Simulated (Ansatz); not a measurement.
# C₅H₄Cl₂F₄O₂Ti: up Jacob's ladder to CCSD(T)

One table from this session's results is given with a row withheld; the runs are named, their logs left out.

Method: functionals in def2-TZVPP, the program's frozen cores in correlated methods; program: Ansatz 0.2.0, Gaussian basis.

Plan: LDA (SPW92), PBE-D4, revPBE-D4, BLYP-D4, r2SCAN-D4, B97M-V, PBE0-D4, B3LYP-D4, r2SCANh-D4, r2SCAN0-D4, HSE06-D4, BHLYP-D4, CAM-B3LYP-D4, LC-ωPBE, ωB97X-V, ωB97M-V, B2PLYP, PBE-QIDH; CCSD(T)/def2-SVP; CCSD(T)/def2-TZVPP; MP2/def2-QZVPP; extrapolation to the limit; RPA on PBE.

## The relaxed structure

All runs share one geometry, relaxed beforehand with PBE0-D4 in a triple-zeta def2 set.

SMILES `CC1=CC(C(F)(F)F)=[O+][Ti-]([F])([Cl])([Cl])[O]1`, 18 atoms, charge 0, spin multiplicity 1.

Atoms are counted from 1 here; the program's logs count them from 0.

Bond lengths: C1–C2 1.486 Å, C1–H15 1.093 Å, C1–H16 1.088 Å, C1–H17 1.093 Å, C2–C3 1.382 Å, C2–O14 1.285 Å, C3–C4 1.394 Å, C3–H18 1.079 Å, C4–C5 1.539 Å, C4–O9 1.245 Å, C5–F6 1.336 Å, C5–F7 1.318 Å, C5–F8 1.336 Å, O9–Ti10 2.072 Å, Ti10–F11 1.743 Å, Ti10–Cl12 2.215 Å, Ti10–Cl13 2.189 Å, Ti10–O14 1.918 Å. Angles: C2–C1–H15 109.0°, C2–C1–H16 112.1°, C2–C1–H17 109.0°, H15–C1–H16 109.8°, H15–C1–H17 106.9°, H16–C1–H17 109.8°, C1–C2–C3 122.1°, C1–C2–O14 115.3°, C3–C2–O14 122.6°, C2–C3–C4 119.7°, C2–C3–H18 120.3°, C4–C3–H18 120.0°, C3–C4–C5 117.5°, C3–C4–O9 126.1°, C5–C4–O9 116.4°, C4–C5–F6 109.8°, C4–C5–F7 111.9°, C4–C5–F8 109.9° and more.

Geometry (Å):

```xyz
18
charge 0, multiplicity 1
C    -1.09009   -1.24851    2.15849
C    -0.38925   -0.64244    0.99617
C    -1.01055    0.25702    0.15068
C    -0.31626    0.77009   -0.94371
C    -1.06544    1.74720   -1.86774
F    -1.45607    2.81871   -1.17140
F    -0.31255    2.14720   -2.87252
F    -2.16060    1.16034   -2.35991
O     0.86042    0.50728   -1.25446
Ti    2.31490   -0.63061   -0.31524
F     2.56239   -1.29770   -1.90651
Cl    3.56836   -2.08362    0.79097
Cl    3.39681    1.22188    0.11922
O     0.82856   -1.01782    0.83352
H    -1.07841   -2.33630    2.05404
H    -2.11615   -0.89747    2.24648
H    -0.53758   -1.01125    3.07099
H    -2.03590    0.54731    0.32274
```

The first run:

Input file in.yaml:

```yaml
crystal:
  periodic: [false, false, false]
  atoms:
    - {symbol: C, position_ang: [-1.090092, -1.248514, 2.158495]}
    - {symbol: C, position_ang: [-0.389250, -0.642443, 0.996169]}
    - {symbol: C, position_ang: [-1.010547, 0.257020, 0.150679]}
    - {symbol: C, position_ang: [-0.316259, 0.770091, -0.943705]}
    - {symbol: C, position_ang: [-1.065444, 1.747205, -1.867740]}
    - {symbol: F, position_ang: [-1.456068, 2.818711, -1.171404]}
    - {symbol: F, position_ang: [-0.312546, 2.147201, -2.872520]}
    - {symbol: F, position_ang: [-2.160598, 1.160339, -2.359910]}
    - {symbol: O, position_ang: [0.860425, 0.507285, -1.254461]}
    - {symbol: Ti, position_ang: [2.314898, -0.630607, -0.315240]}
    - {symbol: F, position_ang: [2.562387, -1.297704, -1.906513]}
    - {symbol: Cl, position_ang: [3.568364, -2.083623, 0.790967]}
    - {symbol: Cl, position_ang: [3.396813, 1.221884, 0.119218]}
    - {symbol: O, position_ang: [0.828560, -1.017825, 0.833522]}
    - {symbol: H, position_ang: [-1.078410, -2.336301, 2.054038]}
    - {symbol: H, position_ang: [-2.116152, -0.897474, 2.246482]}
    - {symbol: H, position_ang: [-0.537584, -1.011252, 3.070987]}
    - {symbol: H, position_ang: [-2.035898, 0.547309, 0.322737]}
basis:
  gaussian: {orbitals: def2-TZVPP}
hamiltonian: {xc: lda}
output: {orbitals: {seedname: orbitals}}
```

Launch:

```bash
$ ansatz run in.yaml --threads 11 --pin off --events-out ev --progress --plain --max-ram 110592MiB --backend cuda --devices 0, --max-vram 75GiB
```

Among the steps run: LDA; PBE-D4 (GGA); revPBE-D4 (GGA); BLYP-D4 (GGA); r2SCAN-D4 (meta-GGA); B97M-V (meta-GGA); PBE0-D4 (hybrid); B3LYP-D4 (hybrid); r2SCANh-D4 (hybrid); r2SCAN0-D4 (hybrid); HSE06-D4 (hybrid); BHLYP-D4 (hybrid); CAM-B3LYP-D4 (range-separated); LC-ωPBE (range-separated); ωB97X-V (range-separated); ωB97M-V (range-separated); B2PLYP (double hybrid); PBE-QIDH (double hybrid).

One table of the session follows, with a row left open; its other results are not shown here.

It belongs to the step «Frontier levels by functional». 

```
  functional  HOMO (eV)  LUMO (eV)  gap (eV)
 LDA (SPW92)      -7.41      -4.46      2.95
      PBE-D4      -7.19      -4.20      2.99
   revPBE-D4      -7.11      -4.10      3.01
     BLYP-D4      -7.04      -4.08      2.96
   r2SCAN-D4      -7.48      -4.21      3.27
      B97M-V      -7.50      -4.21      3.29
     PBE0-D4      -8.38      -3.44      4.94
    B3LYP-D4      -8.17      -3.66      4.51
  r2SCANh-D4      -7.92      -3.90      4.01
  r2SCAN0-D4      -8.58      -3.43      5.15
    HSE06-D4      -7.99      -3.82      4.17
    BHLYP-D4          ?          ?         ?
CAM-B3LYP-D4      -9.66      -2.42      7.24
     LC-ωPBE     -10.93      -1.39      9.54
     ωB97X-V     -10.59      -1.37      9.22
     ωB97M-V     -10.49      -1.37      9.12
```

Q: Estimate the row for BHLYP-D4 from the others.

Worked estimate for «HOMO (eV)». Against the share of exact exchange, BLYP-D4 (0, -7.04), B3LYP-D4 (0.2, -8.17) give a slope of -5.65 per unit share; at 0.5 the line stands at -9.86.

As computed: HOMO (eV): -9.43; LUMO (eV): -2.47; gap (eV): 6.96. In «HOMO (eV)» the line misses by -0.43.
